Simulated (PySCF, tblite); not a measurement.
# C₇H₇F₃: geometry, infrared bands and NMR shifts

What infrared bands and NMR shifts should C₇H₇F₃ (`C=C(C)[C@]1(C(F)F)C=C1F`) show?

Programs: tblite 0.8.0 and PySCF 2.14.0, with density-fitted response routines of our own. Each step states its level of theory. These are calculated values for one molecule in the gas phase, unless marked as measured. Atoms count from 0, in the outputs and in this text.

### Step 1. The molecule as given

17 atoms, charge 0, multiplicity 1; geometry from: force field or distance geometry start.

Bonds of the start (Å): C0–C1 1.36, C1–C2 1.48, C1–C3 1.48, C3–C4 1.53, C4–F5 1.40, C4–F6 1.40, C3–C7 1.48, C7–C8 1.35, C8–F9 1.39, C8–C3 1.47, C0–H10 1.07, C0–H11 1.08, C2–H12 1.12, C2–H13 1.09, C2–H14 1.12, C4–H15 1.10, C7–H16 1.09.

### Step 2. Geometry optimisation with GFN2-xTB

Job settings and geometry (Å):

```
{"job": {"kind": "relax", "xc": "GFN2-xTB", "basis": "xTB"}, "charge": 0, "multiplicity": 1}
C      1.417200    -0.341300     1.320600
C      0.413800     0.280400     0.646200
C      0.055900     1.654400     1.078500
C     -0.310300    -0.352600    -0.474700
C      0.093100    -1.773700    -0.862600
F     -0.710100    -2.179000    -1.934600
F      1.429600    -1.705500    -1.264600
C     -0.653600     0.614600    -1.537000
C     -1.670900     0.062700    -0.837900
F     -3.035600    -0.034400    -0.610700
H      1.879700     0.201600     2.124600
H      1.731100    -1.349300     1.074400
H     -0.169900     1.670900     2.175600
H      0.845000     2.382500     0.881500
H     -0.870200     1.972200     0.524900
H     -0.027200    -2.399900     0.034200
H     -0.424500     1.308400    -2.348400
```

The run is started by

```sh
> OMP_NUM_THREADS=1 python probes_run.py task.json out
```

This one command runs all jobs of the session in turn.

**Question.** This job is followed by: GFN2-xTB harmonic vibrations, gas phase; GIAO PBE0/pcSseg-1 NMR shielding, non-relativistic, gas phase. Predict these results of the whole session: strongest single infrared mode (GFN2-xTB); zero-point energy (GFN2-xTB); 13C shifts against TMS (PBE0/pcSseg-1); 1H shifts against TMS (PBE0/pcSseg-1, means over atoms taken as alike); 19F shifts against CFCl3 (PBE0/pcSseg-1); surface potential, 1st and 99th percentile.

**Answer**, as computed:

| quantity | value |
| --- | --- |
| strongest single infrared mode (GFN2-xTB) | 1027 cm⁻¹, 176 km/mol |
| zero-point energy (GFN2-xTB) | 75.1 kcal/mol |
| 13C shifts against TMS (PBE0/pcSseg-1) | 156.3, 151.6, 120.2, 119.3, 76.6, 50.8, 26.0 ppm |
| 1H shifts against TMS (PBE0/pcSseg-1, means over atoms taken as alike) | 6.49, 5.58, 5.49, 5.00, 1.74 ppm |
| 19F shifts against CFCl3 (PBE0/pcSseg-1) | -133.1, -141.1, -147.4 ppm |
| surface potential, 1st and 99th percentile | -0.91 V and 1.31 V |

**Reading.** Relaxing lowered the energy by 0.793 eV in 101 steps; the close pair that moved most is C8–F9, from 1.387 to 1.311 Å. No mode is imaginary among the 45: a minimum at this level. The strongest single mode, at 1027 cm⁻¹, moves mainly C4. GFN2-xTB is a fitted tight-binding method: band positions and strengths are rough. Its intensities can rank the bands wrongly. The most deshielded hydrogen is H15 (hydrogen on an sp3 CH bonded to 2 F), at 6.49 ppm: its carbon carries F, hence the downfield position. At PBE0/pcSseg-1: The largest span, 305 ppm, is at F9, where the paramagnetic term is -159 ppm.
